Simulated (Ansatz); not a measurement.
# Bi2Se3: the cost of one run

Program: Ansatz 0.2.0. Level of theory: DFT PBE, scalar-relativistic, plane waves, PAW. These are calculated values, not measurements.

4 further runs of the same task are left out: 1 that didn't finish, 3 set aside as unsound or not needed. Runs told in other sessions of the task aren't counted.

## (1) Starting point

It takes space group R-3m (No. 166, trigonal). Conventional cell: a = 4.187 Å, b = 4.187 Å, c = 31.302 Å, α = 90.00°, β = 90.00°, γ = 120.00°. Bi (site symmetry 3m) is surrounded by 6 Se at 2.88 to 3.11 Å. Se (site symmetry -3m) is surrounded by 6 Bi at 3.11 Å. Se (site symmetry 3m) is surrounded by 3 Bi at 2.88 Å.

As a file:

```xyz
10
Lattice="-2.0937 3.6263 0.0000 -6.2810 -3.6263 0.0000 2.0937 1.2088 10.4340" Properties=species:S:1:pos:R:3 pbc="T T T"
Bi   -6.2810   -1.2088    1.9489
Bi   -4.1873    2.4175    1.9489
Bi    0.0000    2.4175    8.4851
Bi   -4.1873    2.4175    8.4851
Se   -4.1873    0.0000    0.0000
Se    0.0000    0.0000    0.0000
Se   -4.1873    0.0000    6.9187
Se   -2.0937    3.6263    6.9187
Se   -2.0937    1.2088    3.5153
Se   -4.1873   -2.4175    3.5153
```

It is built from the cell relaxed beforehand with the same method (31.69 Å³/atom).

## (2) The undisturbed cell

Input file input.yaml:

```yaml
crystal:
  lattice:
    - [-2.0936564891, 3.6263194127, 0.0]
    - [-6.2809694673, -3.6263194127, 0.0]
    - [2.0936564891, 1.2087731376, 10.4340296434]
  atoms:
    - { symbol: Bi, position: [0.5, 0.8955941725, 0.1867825175] }
    - { symbol: Bi, position: [1.0, 0.3955941725, 0.1867825175] }
    - { symbol: Bi, position: [0.5, 0.1044058275, 0.8132174825] }
    - { symbol: Bi, position: [1.0, 0.6044058275, 0.8132174825] }
    - { symbol: Se, position: [0.5, 0.5, 0.0] }
    - { symbol: Se, position: [0.0, 0.0, 0.0] }
    - { symbol: Se, position: [0.5, 0.7210304535, 0.6630913606] }
    - { symbol: Se, position: [1.0, 0.2210304535, 0.6630913606] }
    - { symbol: Se, position: [0.5, 0.2789695465, 0.3369086394] }
    - { symbol: Se, position: [0.0, 0.7789695465, 0.3369086394] }
basis:
  ecutwfc: 420
kpoints:
  mp_grid: { grid: [8, 4, 4] }
hamiltonian:
  xc: pbe
scf:
  occupations: { method: gaussian, width: 0.05 }
output:
  forces: true
  stress: true
  eigenvalues: true
  write_density: true
  write_potential: true
  elf: true
  volumetric_format: npy
```

Launch:

```console
ansatz run input.yaml --threads 2 --pin off --max-ram 5120MiB --backend cpu --events-out ev --progress --plain --runs-dir out
```

Q: Estimate wall time and peak memory on 2 threads of Intel Xeon 6975P-C (Granite Rapids), shared host.

About 28 s, with a peak of 1.3 GiB.
